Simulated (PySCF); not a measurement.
# CH7BO2SSi: the cost of one run

Programs: PySCF 2.14.0, with density-fitted response routines of our own. Each step states its level of theory. These are calculated values for one molecule in the gas phase, unless marked as measured. Atoms count from 0, in the outputs and in this text.

### 1 Starting geometry

13 atoms, charge 0, multiplicity 1; geometry from: GFN2-xTB. The atoms were then displaced at random by about 0.01 Å, so the start is not that level's minimum.

Bonds of the start (Å): C0–S1 1.84, S1–Si2 2.17, Si2–B3 1.94, B3–O4 1.40, B3–O5 1.33, C0–H6 1.10, C0–H7 1.07, C0–H8 1.07, Si2–H9 1.46, Si2–H10 1.47, O4–H11 0.96, O5–H12 0.97.

### 2 Geometry optimisation at PBE0-D3(BJ)/def2-SVP

What the job is given:

```
{"job": {"xc": "PBE0", "basis": "def2-SVP", "d3": "d3bj", "grid": 1, "shake": 0.01, "kind": "geom"}, "charge": 0, "multiplicity": 1}
C      2.266290    -0.344080    -0.184380
S      1.516030     0.955470     0.887440
Si    -0.390110     1.261760    -0.106240
B     -1.384660    -0.395820    -0.316070
O     -2.761050    -0.516480    -0.113630
O     -0.791350    -1.514300    -0.725850
H      2.494130     0.117250    -1.152760
H      3.168040    -0.658810     0.290880
H      1.542470    -1.131930    -0.286410
H     -0.059110     1.965820    -1.341010
H     -0.978630     2.266880     0.794850
H     -3.234860     0.257050     0.206120
H     -1.381390    -2.279710    -0.824540
```

Started as:

```
OMP_NUM_THREADS=1 python probes_run.py task.json out
```

One launch serves the whole session: the jobs run in the order shown.

**Question.** How long does this first job take on 1 thread of Arm Neoverse V1, shared host, and how much memory does it need?

About 68 s, with a peak of 0.53 GiB.
